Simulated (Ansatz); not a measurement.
**ClFH₆InNSi₂: small, medium and large basis sets**

How large a basis does ClFH₆InNSi₂ need? Two functionals are run in growing sets.

Computed with Ansatz 0.2.0, Gaussian basis. Level: one geometry, several basis sets.

Levels to be run: PBE0-D4/def2-SVP; ωB97M-V/def2-SVP; PBE0-D4/def2-QZVPP; ωB97M-V/def2-QZVPP; the functionals' def2-TZVPP values are taken from earlier runs.

1 further run of the same task is left out (for a known fault of the program).

## Step 1: The relaxed structure

All runs share one geometry, relaxed beforehand with PBE0-D4 in a triple-zeta def2 set. In takes the def2 core potential; no spin-orbit term is included.

SMILES `[F][In]([Cl])[N]([SiH3])[SiH3]`, 12 atoms, charge 0, spin multiplicity 1.

Atoms are counted from 1 here; the program's logs count them from 0.

Bond lengths: F1–In2 1.939 Å, In2–Cl3 2.288 Å, In2–N4 2.009 Å, N4–Si5 1.736 Å, N4–Si6 1.741 Å, Si5–H7 1.487 Å, Si5–H8 1.487 Å, Si5–H9 1.488 Å, Si6–H10 1.489 Å, Si6–H11 1.485 Å, Si6–H12 1.486 Å. Angles: F1–In2–Cl3 116.6°, F1–In2–N4 113.5°, Cl3–In2–N4 129.9°, In2–N4–Si5 119.9°, In2–N4–Si6 119.8°, Si5–N4–Si6 120.3°, N4–Si5–H7 111.2°, N4–Si5–H8 111.2°, N4–Si5–H9 107.8°, H7–Si5–H8 108.1°, H7–Si5–H9 109.2°, H8–Si5–H9 109.2°, N4–Si6–H10 106.7°, N4–Si6–H11 111.4°, N4–Si6–H12 111.5°, H10–Si6–H11 109.3°, H10–Si6–H12 109.3°, H11–Si6–H12 108.5°.

As a file:

```xyz
12
charge 0, multiplicity 1
F    -2.7676    0.1368    1.8227
In   -1.4004   -1.0077    1.0610
Cl   -1.5917   -3.2493    1.4762
N    -0.0118   -0.0061    0.0098
Si    1.2910   -0.8695   -0.7461
Si   -0.1228    1.7245   -0.1408
H     2.6096   -0.4173   -0.2275
H     1.2821   -0.6759   -2.2207
H     1.1162   -2.3154   -0.4422
H     1.0397    2.1585   -0.9633
H    -0.0622    2.3898    1.1860
H    -1.3822    2.1316   -0.8152
```

## Step 2: PBE0-D4 in def2-SVP

Contents of in.yaml:

```yaml
crystal:
  periodic: [false, false, false]
  atoms:
    - {symbol: F, position_ang: [-2.767624, 0.136824, 1.822722]}
    - {symbol: In, position_ang: [-1.400449, -1.007713, 1.061024]}
    - {symbol: Cl, position_ang: [-1.591655, -3.249286, 1.476171]}
    - {symbol: N, position_ang: [-0.011840, -0.006114, 0.009769]}
    - {symbol: Si, position_ang: [1.291045, -0.869512, -0.746053]}
    - {symbol: Si, position_ang: [-0.122760, 1.724494, -0.140773]}
    - {symbol: H, position_ang: [2.609582, -0.417252, -0.227450]}
    - {symbol: H, position_ang: [1.282147, -0.675936, -2.220692]}
    - {symbol: H, position_ang: [1.116211, -2.315425, -0.442207]}
    - {symbol: H, position_ang: [1.039695, 2.158544, -0.963297]}
    - {symbol: H, position_ang: [-0.062172, 2.389751, 1.185992]}
    - {symbol: H, position_ang: [-1.382171, 2.131605, -0.815207]}
basis:
  gaussian: {orbitals: def2-SVP}
hamiltonian: {xc: pbe0, dispersion: d4}
output: {orbitals: {seedname: orbitals}}
```

On the command line:

```console
ansatz run in.yaml --threads 2 --pin off --events-out ev --progress --plain --max-ram 22528MiB --backend cpu
```

The runs that follow: ωB97M-V in def2-SVP; PBE0-D4 in def2-QZVPP; ωB97M-V in def2-QZVPP.

Before running them: what should the planned runs give, taken together? Wanted: PBE0-D4: double and triple zeta above quadruple; ωB97M-V: double and triple zeta above quadruple.

The runs gave:

| quantity | value |
| --- | --- |
| PBE0-D4: double and triple zeta above quadruple | 16.81, 1.23 eV |
| ωB97M-V: double and triple zeta above quadruple | 16.86, 1.15 eV |

**Reading.** PBE0-D4 gains 15.58 eV from double to triple zeta, then 1.23 eV more. These are total energies; as a rule much of such shifts cancels in differences, which this series doesn't test.
